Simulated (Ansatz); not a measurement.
# CH₇AlBGaSi: small, medium and large basis sets

How large a basis does CH₇AlBGaSi need? Two functionals are run in growing sets.

Computed with Ansatz 0.2.0, Gaussian basis. Level: one geometry, several basis sets.

The runs, in order: PBE0-D4/def2-SVP; ωB97M-V/def2-SVP; PBE0-D4/def2-QZVPP; ωB97M-V/def2-QZVPP; the functionals' def2-TZVPP values are taken from earlier runs.

### 1 The geometry

An earlier PBE0-D4 in a triple-zeta def2 set relaxation fixed the geometry.

SMILES `[BH2][Ga]1[CH2][SiH2][AlH]1`, 12 atoms, charge 0, spin multiplicity 1.

Atoms are counted from 1 here; the program's logs count them from 0.

Bond lengths: B1–Ga2 2.045 Å, B1–H6 1.198 Å, B1–H7 1.199 Å, Ga2–C3 2.015 Å, Ga2–Al5 2.573 Å, C3–Si4 1.891 Å, C3–H8 1.100 Å, C3–H9 1.092 Å, Si4–Al5 2.456 Å, Si4–H10 1.494 Å, Si4–H11 1.500 Å, Al5–H12 1.593 Å. Angles: Ga2–B1–H6 121.9°, Ga2–B1–H7 121.3°, H6–B1–H7 116.5°, B1–Ga2–C3 133.1°, B1–Ga2–Al5 142.3°, C3–Ga2–Al5 83.8°, Ga2–C3–Si4 101.4°, Ga2–C3–H8 104.7°, Ga2–C3–H9 116.2°, Si4–C3–H8 108.5°, Si4–C3–H9 117.1°, H8–C3–H9 108.0°, C3–Si4–Al5 89.7°, C3–Si4–H10 115.5°, C3–Si4–H11 107.7°, Al5–Si4–H10 129.9°, Al5–Si4–H11 105.3°, H10–Si4–H11 106.4° and more.

Geometry (Å):

```mol
CH7AlBGaSi
  3D, bonds by distance, orders not assigned

 12 12  0  0  0  0  0  0  0  0999 V2000
   -2.8340    0.8584    0.0369 B   0  0
   -0.8291    0.5072    0.2396 Ga  0  0
    0.2516   -1.1652    0.5484 C   0  0
    1.7946   -0.8112   -0.4859 Si  0  0
    1.4737    1.5963   -0.1204 Al  0  0
   -3.5115    1.2118    0.9600 H   0  0
   -3.3662    0.8298   -1.0368 H   0  0
    0.5282   -1.1262    1.6119 H   0  0
   -0.2616   -2.1116    0.3677 H   0  0
    2.9778   -1.6760   -0.1945 H   0  0
    1.4420   -1.0448   -1.9255 H   0  0
    2.3346    2.9315   -0.0014 H   0  0
  1  2  8  0
  2  3  8  0
  3  4  8  0
  4  5  8  0
  1  6  8  0
  1  7  8  0
  3  8  8  0
  3  9  8  0
  4 10  8  0
  4 11  8  0
  5 12  8  0
  2  5  8  0
M  END
```

### 2 PBE0-D4 in def2-SVP

File in.yaml:

```yaml
crystal:
  periodic: [false, false, false]
  atoms:
    - {symbol: B, position_ang: [-2.833990, 0.858438, 0.036930]}
    - {symbol: Ga, position_ang: [-0.829126, 0.507242, 0.239569]}
    - {symbol: C, position_ang: [0.251567, -1.165214, 0.548411]}
    - {symbol: Si, position_ang: [1.794565, -0.811210, -0.485926]}
    - {symbol: Al, position_ang: [1.473724, 1.596334, -0.120428]}
    - {symbol: H, position_ang: [-3.511513, 1.211797, 0.959992]}
    - {symbol: H, position_ang: [-3.366163, 0.829832, -1.036836]}
    - {symbol: H, position_ang: [0.528167, -1.126185, 1.611921]}
    - {symbol: H, position_ang: [-0.261645, -2.111644, 0.367732]}
    - {symbol: H, position_ang: [2.977823, -1.675995, -0.194548]}
    - {symbol: H, position_ang: [1.441984, -1.044849, -1.925462]}
    - {symbol: H, position_ang: [2.334617, 2.931456, -0.001355]}
basis:
  gaussian: {orbitals: def2-SVP}
hamiltonian: {xc: pbe0, dispersion: d4}
output: {orbitals: {seedname: orbitals}}
```

After this run come: ωB97M-V in def2-SVP; PBE0-D4 in def2-QZVPP; ωB97M-V in def2-QZVPP.

**Question.** What will the summary of the whole plan be? Wanted: PBE0-D4: double and triple zeta above quadruple; ωB97M-V: double and triple zeta above quadruple.

**Answer**, as computed:

| quantity | value |
| --- | --- |
| PBE0-D4: double and triple zeta above quadruple | 15.45, 1.73 eV |
| ωB97M-V: double and triple zeta above quadruple | 15.51, 1.68 eV |

In words: For PBE0-D4 the step from double to triple zeta gains 13.72 eV and the next only 1.73 eV. Total energies overstate the basis error of differences, where much of it tends to cancel.
